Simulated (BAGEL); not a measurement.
# triplet C2H3ClSi at 6 levels

We compute a comparison of 6 runs (UHF/STO-3G, UHF/3-21G, ROHF/6-31G*, UHF/6-31G*, ROHF/def2-SVP, UHF/def2-SVP) of triplet C2H3ClSi. 

Program for the calculation: BAGEL 1.2.2.

## Step 1: The system as given

The species is C2H3ClSi (7 atoms), meant as a triplet with charge 0. SMILES of the parent species: `ClC1=C[SiH2]1`. The coordinates come from a PBE0-D4/def2-TZVP relaxation. That shape belongs to the parent species and isn't relaxed for this state.

Bond lengths: Cl1–C2 1.700 Å, C2–C3 1.327 Å, C2–Si4 1.804 Å, C3–Si4 1.819 Å, C3–H5 1.082 Å, Si4–H6 1.482 Å, Si4–H7 1.482 Å. Some angles: Cl1–C2–C3 135.8°, Cl1–C2–Si4 155.1°, C3–C2–Si4 69.2°, C2–C3–Si4 67.9°, C2–Si4–C3 43.0°, C2–C3–H5 137.0°, Si4–C3–H5 155.1°, C2–Si4–H6 121.6°, C2–Si4–H7 121.6°, C3–Si4–H6 121.6°.

## Step 2: The energy at UHF/STO-3G (density fitting with qzvpp-jkfit) (run 1)

File hf.json:

```json
{ "bagel": [

{
  "title": "molecule",
  "basis": "sto-3g",
  "df_basis": "qzvpp-jkfit",
  "angstrom": true,
  "geometry": [
    { "atom": "Cl", "xyz": [      -1.169200,      -2.293300,       0.411500 ] },
    { "atom": "C", "xyz": [      -0.358000,      -0.819900,       0.163200 ] },
    { "atom": "C", "xyz": [       0.836800,      -0.330000,       0.466700 ] },
    { "atom": "Si", "xyz": [      -0.185900,       0.871600,      -0.438900 ] },
    { "atom": "H", "xyz": [       1.727500,      -0.673800,       0.975600 ] },
    { "atom": "H", "xyz": [      -0.837800,       2.011300,       0.248800 ] },
    { "atom": "H", "xyz": [       0.047800,       1.166200,      -1.872600 ] }
  ]
},

{ "title": "uhf", "nopen": 2 },

{ "title": "print", "file": "orbitals.molden", "orbitals": true }

]}
```

Started as:

```bash
$ BAGEL_NUM_THREADS=1 BAGEL hf.json > hf.out
```

Log:

```text
* using 1 threads per process

  ===============================================================
  ===============================================================

  *** Geometry ***

  { "atom" : "Cl", "xyz" : [     -2.209468,     -4.333709,      0.777622 ] },
  { "atom" : "C", "xyz" : [     -0.676522,     -1.549386,      0.308403 ] },
  { "atom" : "C", "xyz" : [      1.581323,     -0.623610,      0.881935 ] },
  { "atom" : "Si", "xyz" : [     -0.351300,      1.647085,     -0.829401 ] },
  { "atom" : "H", "xyz" : [      3.264502,     -1.273297,      1.843617 ] },
  { "atom" : "H", "xyz" : [     -1.583213,      3.800806,      0.470164 ] },
  { "atom" : "H", "xyz" : [      0.090329,      2.203799,     -3.538701 ] },

  Number of auxiliary basis functions:      460

  Since a DF basis is specified, we compute 2- and 3-index integrals:
    o Being stored without compression. Storage requirement is 0.004 GB

  Number of basis functions:       31
  Number of electrons      :       46

    * METHOD: MOLECULE                             0.15

  *** Open-shell HF ***

  === Nuclear Repulsion ===
   179.9223186299

      * DIIS with orbital gradients will be used.

  === UHF iteration (sto-3g) ===
      0       -816.40239016          0.01983723           0.04
      1       -816.46612591          0.00572644           0.04
      2       -816.47369551          0.00208147           0.04
      3       -816.47585281          0.00076815           0.04
      4       -816.47665870          0.00020916           0.04
      5       -816.47701765          0.00007681           0.04
      6       -816.47716010          0.00003051           0.04
      7       -816.47721763          0.00002127           0.04
      8       -816.47727149          0.00000974           0.04
      9       -816.47727851          0.00000406           0.04
     10       -816.47727868          0.00000225           0.04
     11       -816.47727875          0.00000073           0.04
     12       -816.47727875          0.00000029           0.04
     13       -816.47727875          0.00000011           0.04
     14       -816.47727875          0.00000006           0.04
     15       -816.47727875          0.00000003           0.04
     16       -816.47727875          0.00000001           0.04
    * SCF iteration converged.

    * S^2 (UHF) is 2.0776

    * Permanent dipole moment:
           (   -0.327062,    -1.125239,     0.311767) a.u.

    * METHOD: UHF                                  0.70

    * METHOD: PRINT                                0.00

  ===============================================================
```

It took 0.99 s on 1 thread of Arm Neoverse V1, shared host; peak memory 0.083 GiB.

## Step 3: A single-point energy at UHF/3-21G (density fitting with qzvpp-jkfit) (run 2)

File hf.json:

```json
{ "bagel" : [

{
  "title" : "molecule",
  "basis" : "3-21g",
  "df_basis" : "qzvpp-jkfit",
  "angstrom" : "true",
  "geometry" : [
    { "atom" : "Cl", "xyz" : [   -1.169200,   -2.293300,    0.411500 ] },
    { "atom" : "C", "xyz" : [   -0.358000,   -0.819900,    0.163200 ] },
    { "atom" : "C", "xyz" : [    0.836800,   -0.330000,    0.466700 ] },
    { "atom" : "Si", "xyz" : [   -0.185900,    0.871600,   -0.438900 ] },
    { "atom" : "H", "xyz" : [    1.727500,   -0.673800,    0.975600 ] },
    { "atom" : "H", "xyz" : [   -0.837800,    2.011300,    0.248800 ] },
    { "atom" : "H", "xyz" : [    0.047800,    1.166200,   -1.872600 ] }
  ]
},
{
  "title" : "uhf",
  "nopen" : 2
},
{
  "title" : "print",
  "file" : "orbitals.molden",
  "orbitals" : "true"
}

]}
```

Started as:

```bash
$ BAGEL_NUM_THREADS=1 BAGEL hf.json > hf.out
```

Log:

```text
* using 1 threads per process

  ===============================================================
  ===============================================================

  *** Geometry ***

  { "atom" : "Cl", "xyz" : [     -2.209468,     -4.333709,      0.777622 ] },
  { "atom" : "C", "xyz" : [     -0.676522,     -1.549386,      0.308403 ] },
  { "atom" : "C", "xyz" : [      1.581323,     -0.623610,      0.881935 ] },
  { "atom" : "Si", "xyz" : [     -0.351300,      1.647085,     -0.829401 ] },
  { "atom" : "H", "xyz" : [      3.264502,     -1.273297,      1.843617 ] },
  { "atom" : "H", "xyz" : [     -1.583213,      3.800806,      0.470164 ] },
  { "atom" : "H", "xyz" : [      0.090329,      2.203799,     -3.538701 ] },

  Number of auxiliary basis functions:      460

  Since a DF basis is specified, we compute 2- and 3-index integrals:
    o Being stored without compression. Storage requirement is 0.009 GB

  Number of basis functions:       50
  Number of electrons      :       46

    * METHOD: MOLECULE                             0.15

  *** Open-shell HF ***

  === Nuclear Repulsion ===
   179.9223186299

      * DIIS with orbital gradients will be used.

  === UHF iteration (3-21g) ===
      0       -821.34346259          0.02952299           0.06
      1       -821.41239506          0.01217808           0.06
      2       -821.42316860          0.00605727           0.06
      3       -821.42610266          0.00159673           0.06
      4       -821.42703916          0.00063025           0.06
      5       -821.42726905          0.00037850           0.06
      6       -821.42739116          0.00018660           0.06
      7       -821.42742014          0.00015759           0.06
      8       -821.42744280          0.00013649           0.06
      9       -821.42747766          0.00010452           0.06
[... 34 lines of this table left out ...]
     44       -821.42750026          0.00000002           0.06
     45       -821.42750026          0.00000002           0.06
     46       -821.42750026          0.00000001           0.06
     47       -821.42750026          0.00000001           0.06
    * SCF iteration converged.

    * S^2 (UHF) is 2.0310

    * Permanent dipole moment:
           (   -0.054636,    -1.190576,     0.451468) a.u.

    * METHOD: UHF                                  3.05

    * METHOD: PRINT                                0.01

  ===============================================================
```

Run time: 3.6 s. Hardware: 1 thread of Arm Neoverse V1, shared host; peak memory 0.083 GiB.

Runs 3 to 5 aren't shown in full; the table further down has their settings and results.

## Step 4: A single-point energy at UHF/def2-SVP (density fitting with qzvpp-jkfit) (run 6)

File hf.json:

```json
{ "bagel": [

{
  "title": "molecule",
  "basis": "svp",
  "df_basis": "qzvpp-jkfit",
  "angstrom": true,
  "geometry": [
    { "atom": "Cl", "xyz": [      -1.169200,      -2.293300,       0.411500 ] },
    { "atom": "C", "xyz": [      -0.358000,      -0.819900,       0.163200 ] },
    { "atom": "C", "xyz": [       0.836800,      -0.330000,       0.466700 ] },
    { "atom": "Si", "xyz": [      -0.185900,       0.871600,      -0.438900 ] },
    { "atom": "H", "xyz": [       1.727500,      -0.673800,       0.975600 ] },
    { "atom": "H", "xyz": [      -0.837800,       2.011300,       0.248800 ] },
    { "atom": "H", "xyz": [       0.047800,       1.166200,      -1.872600 ] }
  ]
},

{ "title": "uhf", "nopen": 2 },

{ "title": "print", "file": "orbitals.molden", "orbitals": true }

]}
```

Started as:

```bash
$ BAGEL_NUM_THREADS=1 BAGEL hf.json > hf.out
```

Log:

```text
* using 1 threads per process

  ===============================================================
  ===============================================================

  *** Geometry ***

  { "atom" : "Cl", "xyz" : [     -2.209468,     -4.333709,      0.777622 ] },
  { "atom" : "C", "xyz" : [     -0.676522,     -1.549386,      0.308403 ] },
  { "atom" : "C", "xyz" : [      1.581323,     -0.623610,      0.881935 ] },
  { "atom" : "Si", "xyz" : [     -0.351300,      1.647085,     -0.829401 ] },
  { "atom" : "H", "xyz" : [      3.264502,     -1.273297,      1.843617 ] },
  { "atom" : "H", "xyz" : [     -1.583213,      3.800806,      0.470164 ] },
  { "atom" : "H", "xyz" : [      0.090329,      2.203799,     -3.538701 ] },

  Number of auxiliary basis functions:      460

  Since a DF basis is specified, we compute 2- and 3-index integrals:
    o Being stored without compression. Storage requirement is 0.023 GB

  Number of basis functions:       79
  Number of electrons      :       46

    * METHOD: MOLECULE                             0.19

  *** Open-shell HF ***

  === Nuclear Repulsion ===
   179.9223186299

      * DIIS with orbital gradients will be used.

  === UHF iteration (svp) ===
      0       -825.19463960          0.02905881           0.11
      1       -825.30104997          0.01647597           0.10
      2       -825.32711136          0.00885357           0.10
      3       -825.33794277          0.00153830           0.10
      4       -825.33951882          0.00063488           0.11
      5       -825.33990871          0.00038388           0.10
      6       -825.34015723          0.00022473           0.10
      7       -825.34022936          0.00017517           0.10
      8       -825.34027905          0.00015536           0.10
      9       -825.34036764          0.00009457           0.10
[... 42 lines of this table left out ...]
     52       -825.34041650          0.00000001           0.11
     53       -825.34041650          0.00000001           0.10
     54       -825.34041650          0.00000001           0.11
     55       -825.34041650          0.00000001           0.11
    * SCF iteration converged.

    * S^2 (UHF) is 2.0321

    * Permanent dipole moment:
           (    0.036347,    -0.984977,     0.407524) a.u.

    * METHOD: UHF                                  6.02

    * METHOD: PRINT                                0.02

  ===============================================================
```

It took 6.6 s on 1 thread of Arm Neoverse V1, shared host; peak memory 0.11 GiB.

## Step 5: Overview of the runs

```csv
run,level,energy (Eh),dipole moment (D),⟨S²⟩,wall time
1,UHF/STO-3G (density fitting with qzvpp-jkfit),-816.477279,3.08,2.078,0.99 s
2,UHF/3-21G (density fitting with qzvpp-jkfit),-821.427500,3.24,2.031,3.6 s
3,"ROHF/6-31G* (density fitting with qzvpp-jkfit, spherical functions)",-825.585379,2.81,2.000,4.5 s
4,"UHF/6-31G* (density fitting with qzvpp-jkfit, spherical functions)",-825.594377,2.89,2.033,4.5 s
5,ROHF/def2-SVP (density fitting with qzvpp-jkfit),-825.331560,2.64,2.000,7.5 s
6,UHF/def2-SVP (density fitting with qzvpp-jkfit),-825.340416,2.71,2.032,6.6 s
```

## Step 6: Outcome

| quantity | value |
| --- | --- |
| run 6: total energy | -825.34042 Eh |
| run 6: dipole moment | 2.71 D |
| run 6: ⟨S²⟩ | 2.032 |

**Reading.** The dipole moment (its size) runs from 2.64 D (ROHF/def2-SVP) to 3.24 D (UHF/3-21G). The two ends differ in method and basis. In run 1 the basis is minimal, so the values are rough. All runs together took 28 s, the longest 7.5 s.
